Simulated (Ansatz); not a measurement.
# interstitial O in Mg: a dynamics run in two tries

Wanted: a short trajectory, and a check that the input is sound. The host cell (hcp) has 12 atoms; the extra atom is the last.

All numbers below are computed with Ansatz 0.2.0 (DFT PBEsol, plane waves, PAW, scalar-relativistic, no spin polarisation).

**1. The starting structure**

The cell holds 13 atoms (Mg12O): a = 6.420 Å, b = 9.630 Å, c = 5.213 Å, α = 90.00°, β = 90.00°, γ = 120.00°.

As a file:

```cif
data_structure
_symmetry_space_group_name_H-M 'P 1'
_symmetry_Int_Tables_number 1
_cell_length_a 6.4200
_cell_length_b 9.6300
_cell_length_c 5.2130
_cell_angle_alpha 90.000
_cell_angle_beta 90.000
_cell_angle_gamma 120.000
_cell_volume 279.11
loop_
_atom_site_label
_atom_site_type_symbol
_atom_site_fract_x
_atom_site_fract_y
_atom_site_fract_z
_atom_site_occupancy
Mg1 Mg 0.07070 0.04704 0.01319 1
Mg2 Mg 0.18389 0.19799 0.59517 1
Mg3 Mg 0.99605 0.39006 0.94894 1
Mg4 Mg 0.24311 0.54645 0.41074 1
Mg5 Mg 0.94769 0.68727 0.00591 1
Mg6 Mg 0.09097 0.83293 0.49631 1
Mg7 Mg 0.53395 0.00149 0.97332 1
Mg8 Mg 0.66422 0.21633 0.51763 1
Mg9 Mg 0.53267 0.33666 0.08677 1
Mg10 Mg 0.61871 0.51393 0.56077 1
Mg11 Mg 0.45226 0.67428 0.87597 1
Mg12 Mg 0.67901 0.91945 0.44364 1
O1 O 0.82454 0.40607 0.34246 1
```

**2. First attempt**

Input file input.yaml:

```yaml
accuracy: low
crystal:
  lattice:
    - [6.42, 0.0, 0.0]
    - [-4.815, 8.339825, 0.0]
    - [0.0, 0.0, 5.21304]
  atoms:
    - { symbol: Mg, position: [0.07070046, 0.04703602, 0.01318673] }
    - { symbol: Mg, position: [0.18388723, 0.1979892, 0.59517065] }
    - { symbol: Mg, position: [-0.00394876, 0.39005899, -0.05105611] }
    - { symbol: Mg, position: [0.24310622, 0.54644806, 0.4107356] }
    - { symbol: Mg, position: [-0.05230876, 0.68726999, 0.0059079] }
    - { symbol: Mg, position: [0.09097332, 0.83293125, 0.49630896] }
    - { symbol: Mg, position: [0.53394946, 0.00149403, -0.02667638] }
    - { symbol: Mg, position: [0.66422375, 0.21632822, 0.51762769] }
    - { symbol: Mg, position: [0.5326672, 0.33666231, 0.08677279] }
    - { symbol: Mg, position: [0.61871495, 0.51393168, 0.56077359] }
    - { symbol: Mg, position: [0.45225779, 0.67427702, -0.12402698] }
    - { symbol: Mg, position: [0.67901244, 0.91945318, 0.44364117] }
    - { symbol: O, position: [0.82453792, 0.40607248, 0.34245802] }
basis:
  ecutwfc: 420.0
kpoints:
  mp_grid: { grid: [2, 2, 2] }
hamiltonian:
  xc: pbesol
scf:
  occupations: { method: fermi_dirac, width: 0.05 }
  lower_state_search: "off"
  max_iter: 3
md:
  timestep: 1
  n_steps: 25
  ensemble: nvt_nose_hoover
  temperature: 2100.0
  initial_velocities: maxwell_boltzmann
  seed: 533536
  nose_hoover: { tau: 50.0, chain_length: 5 }
```

Launch:

```console
ansatz run input.yaml --threads 1 --pin off --max-ram 3072MiB --backend cpu --events-out ev --progress --plain --runs-dir out
```

**Question.** What will these runs give? Wanted: first try.

As calculated:

| quantity | value |
| --- | --- |
| first try | not converged |
| cause | the cap on SCF cycles is too low for any step to converge |

**Reading.** The program did not catch the first fault at the input check, so it cost a run.
